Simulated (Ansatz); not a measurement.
Write a Python script for Ansatz's Python interface that makes vertical and adiabatic energies of changing the electron count of F2HIn, SMILES [F][InH][F]. Level of theory (for the species named): B3LYP, def2-SVP basis, multiplicity 1, D3BJ dispersion.

```xyz
4

F    -1.6567   -0.5127    0.1401
In    0.1775   -0.0070    0.0112
F     1.4060   -1.1058    0.8856
H     0.1289    1.5652   -1.0572
```

Script `f2hin_adiabatic.py`:
```python
"""Vertical and adiabatic ionisation of F2HIn."""

import itertools

import ansatz as az
from ase.data import atomic_numbers, covalent_radii
import numpy as np


def main() -> None:
    geometry_ang = [
        ("F", (-1.6567, -0.5127, 0.1401)),
        ("In", (0.1775, -0.007, 0.0112)),
        ("F", (1.406, -1.1058, 0.8856)),
        ("H", (0.1289, 1.5652, -1.0572)),
    ]
    f2hin = az.Crystal.molecule()
    for symbol, xyz in geometry_ang:
        f2hin = f2hin.atom(symbol, xyz)

    job = f2hin.calculation().basis(gaussian="def2-SVP").functional("B3LYP", dispersion="d3bj")
    symbols = [site.symbol for site in f2hin.cartesian_sites]
    start = np.array([site.position_ang for site in f2hin.cartesian_sites], dtype=float)
    data = job.relax(force_tolerance=0.01).run(threads=1, backend="cpu").report
    end = np.array(data["positions_ang"])

    minimum = az.Crystal.molecule()
    for symbol, place in zip(symbols, end):
        minimum = minimum.atom(symbol, place.tolist())
    ion = minimum.calculation()
    ion = ion.basis(gaussian="def2-SVP")
    ion = ion.functional("B3LYP", dispersion="d3bj").charge(1)
    ion = ion.spin("collinear", total=1)
    vertical = ion.run(threads=1, backend="cpu").report
    settled = ion.relax(force_tolerance=0.01, max_steps=80).run(threads=1, backend="cpu").report
    print(f"vertical ionisation energy   {vertical['free_energy_ev'] - data['free_energy_ev']:.3f} eV")
    print(f"adiabatic, no zero point     {settled['free_energy_ev'] - data['free_energy_ev']:.3f} eV")
    print(f"relaxation energy of the ion {vertical['free_energy_ev'] - settled['free_energy_ev']:.3f} eV")
    ionised = np.array(settled["positions_ang"])
    # pairs closer than 1.2 times the sum of covalent radii, before or after
    radius = [covalent_radii[atomic_numbers[s]] for s in symbols]
    span = lambda where, i, j: np.linalg.norm(where[i] - where[j])
    bonded = [(i, j) for i, j in itertools.combinations(range(len(symbols)), 2) if min(span(end, i, j), span(ionised, i, j)) < 1.2 * (radius[i] + radius[j])]
    print("pair        before    after (A)")
    for i, j in bonded:
        print(f"{symbols[i]}{i}-{symbols[j]}{j}".ljust(10), f"{span(end, i, j):8.4f} {span(ionised, i, j):8.4f}")


if __name__ == "__main__":
    main()
```

```console
$ python f2hin_adiabatic.py
vertical ionisation energy   12.118 eV
adiabatic, no zero point     11.666 eV
relaxation energy of the ion 0.451 eV
pair        before    after (A)
F0-In1       1.9570   1.8990
In1-F2       1.9570   1.8990
In1-H3       1.6977   2.1890
```

Reading the output:
- These settings explore the input space; basis and method may be short of convergence.
- The energies are electronic: no zero-point or thermal terms, and the basis set is short of its limit. The product may relax into another structure. Each relaxation finds its nearest minimum, which needn't be the lowest.
- def2 sets replace the cores of elements past krypton by effective core potentials.
- b3lyp holds the VWN-RPA fit, as in Gaussian; the form of ORCA and Turbomole is b3lyp5.
- Hardware and time: 43 s on 1 thread of Arm Neoverse V2, on a shared host, peak memory 0.23 GiB.
